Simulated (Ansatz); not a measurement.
# GaH₅OSSi: small, medium and large basis sets

One table from this session's results is given with a row withheld; the runs are named, their logs left out.

Program: Ansatz 0.2.0, Gaussian basis. Level of theory: one geometry, several basis sets. These are calculated values, not measurements.

The runs, in order: PBE0-D4/def2-SVP; ωB97M-V/def2-SVP; PBE0-D4/def2-QZVPP; ωB97M-V/def2-QZVPP; the functionals' def2-TZVPP values are taken from earlier runs.

**Structure used throughout**

The geometry comes from an earlier relaxation with PBE0-D4 in a triple-zeta def2 set; it is a stationary point, not always the lowest conformer.

9 atoms, charge 0, spin multiplicity 1.

Atoms are counted from 1 here; the program's logs count them from 0.

Bond lengths: Si1–O2 1.629 Å, Si1–H5 1.487 Å, Si1–H6 1.495 Å, Si1–H7 1.487 Å, O2–Ga3 1.781 Å, Ga3–S4 2.192 Å, Ga3–H8 1.547 Å, S4–H9 1.345 Å. Angles: O2–Si1–H5 110.1°, O2–Si1–H6 111.2°, O2–Si1–H7 110.1°, H5–Si1–H6 108.1°, H5–Si1–H7 109.2°, H6–Si1–H7 108.1°, Si1–O2–Ga3 139.7°, O2–Ga3–S4 116.7°, O2–Ga3–H8 118.3°, S4–Ga3–H8 125.0°, Ga3–S4–H9 93.3°.

Geometry (Å):

| atom | x (Å) | y (Å) | z (Å) |
| --- | --- | --- | --- |
| Si1 | 0.2733 | 0.8459 | -1.2395 |
| O2 | 0.1336 | -0.6813 | -0.6908 |
| Ga3 | -0.1981 | -1.5556 | 0.8245 |
| S4 | -0.5523 | -0.3347 | 2.6104 |
| H5 | -0.7433 | 1.1045 | -2.2928 |
| H6 | 0.0652 | 1.8374 | -0.1407 |
| H7 | 1.6306 | 1.0629 | -1.8056 |
| H8 | -0.2161 | -3.1024 | 0.7894 |
| H9 | -0.3930 | 0.8234 | 1.9451 |

The first run:

The input, in.yaml:

```yaml
crystal:
  periodic: [false, false, false]
  atoms:
    - {symbol: Si, position_ang: [0.273316, 0.845918, -1.239524]}
    - {symbol: O, position_ang: [0.133650, -0.681264, -0.690754]}
    - {symbol: Ga, position_ang: [-0.198095, -1.555634, 0.824541]}
    - {symbol: S, position_ang: [-0.552281, -0.334737, 2.610402]}
    - {symbol: H, position_ang: [-0.743257, 1.104466, -2.292817]}
    - {symbol: H, position_ang: [0.065178, 1.837402, -0.140695]}
    - {symbol: H, position_ang: [1.630576, 1.062859, -1.805624]}
    - {symbol: H, position_ang: [-0.216102, -3.102434, 0.789404]}
    - {symbol: H, position_ang: [-0.392986, 0.823413, 1.945056]}
basis:
  gaussian: {orbitals: def2-SVP}
hamiltonian: {xc: pbe0, dispersion: d4}
output: {orbitals: {seedname: orbitals}}
```

Launch:

```bash
$ ansatz run in.yaml --threads 2 --pin off --events-out ev --progress --plain --max-ram 32768MiB --backend cpu
```

Among the steps run: PBE0-D4 in def2-SVP; ωB97M-V in def2-SVP; PBE0-D4 in def2-QZVPP; ωB97M-V in def2-QZVPP.

One of the session's tables, all rows but one given; the rest of the session is left out.

It belongs to the step «Functionals by basis». 

| functional | basis | HOMO (eV) |
| --- | --- | --- |
| PBE0-D4 | def2-SVP | -7.78 |
| PBE0-D4 | def2-TZVPP | -7.88 |
| PBE0-D4 | def2-QZVPP | -7.90 |
| ωB97M-V | def2-SVP | -9.93 |
| ωB97M-V | def2-TZVPP | -10.08 |
| ωB97M-V | def2-QZVPP | ? |

**Question.** Estimate the row for ωB97M-V, def2-QZVPP.

The run gave: HOMO (eV): -10.11. In the column «HOMO (eV)» it is the lowest.
